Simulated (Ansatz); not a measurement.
# ClH5O2Si2: the cost of one run

The runs use Ansatz 0.2.0, Gaussian basis; functionals in def2-TZVPP, the program's frozen cores in correlated methods.

The runs, in order: PBE-D4, r2SCAN-D4, PBE0-D4, B3LYP-D4, ωB97X-V, ωB97M-V, B2PLYP; CCSD(T)/def2-TZVPP; MP2/def2-QZVPP; extrapolation to the limit.

## 1. The relaxed structure

An earlier PBE0-D4 in a triple-zeta def2 set relaxation fixed the geometry.

SMILES `O[SiH2][SiH](O)Cl`, 10 atoms, charge 0, spin multiplicity 1.

Atoms are counted from 1 here; the program's logs count them from 0.

Bond lengths: O1–Si2 1.651 Å, O1–H6 0.958 Å, Si2–Si3 2.338 Å, Si2–H7 1.491 Å, Si2–H8 1.490 Å, Si3–O4 1.638 Å, Si3–Cl5 2.071 Å, Si3–H9 1.486 Å, O4–H10 0.959 Å. Angles: Si2–O1–H6 118.1°, O1–Si2–Si3 107.4°, O1–Si2–H7 111.6°, O1–Si2–H8 112.0°, Si3–Si2–H7 108.6°, Si3–Si2–H8 109.6°, H7–Si2–H8 107.6°, Si2–Si3–O4 108.5°, Si2–Si3–Cl5 106.0°, Si2–Si3–H9 115.5°, O4–Si3–Cl5 110.7°, O4–Si3–H9 110.9°, Cl5–Si3–H9 105.0°, Si3–O4–H10 118.4°.

## 2. PBE-D4 (GGA)

File in.yaml:

```yaml
crystal:
  periodic: [false, false, false]
  atoms:
    - {symbol: O, position_ang: [-1.999307, -0.775513, -0.456735]}
    - {symbol: Si, position_ang: [-1.003718, -0.125800, 0.688992]}
    - {symbol: Si, position_ang: [1.145222, -0.025681, -0.225399]}
    - {symbol: O, position_ang: [1.140352, 1.066370, -1.446484]}
    - {symbol: Cl, position_ang: [2.389502, 0.595534, 1.308521]}
    - {symbol: H, position_ang: [-2.930345, -0.863451, -0.248544]}
    - {symbol: H, position_ang: [-0.958278, -0.968871, 1.917962]}
    - {symbol: H, position_ang: [-1.437368, 1.240292, 1.096709]}
    - {symbol: H, position_ang: [1.710777, -1.323723, -0.676447]}
    - {symbol: H, position_ang: [1.943163, 1.180833, -1.958566]}
basis:
  gaussian: {orbitals: def2-TZVPP}
hamiltonian: {xc: pbe, dispersion: d4}
output: {forces: true, orbitals: {seedname: orbitals}}
```

On the command line:

```
$ ansatz run in.yaml --threads 2 --pin off --events-out ev --progress --plain --max-ram 22528MiB --backend cpu
```

**Question.** How long does this run take on 2 threads of AMD EPYC 7R13, shared host, and how much memory does it need?

About 4.4 s, with a peak of 0.41 GiB.
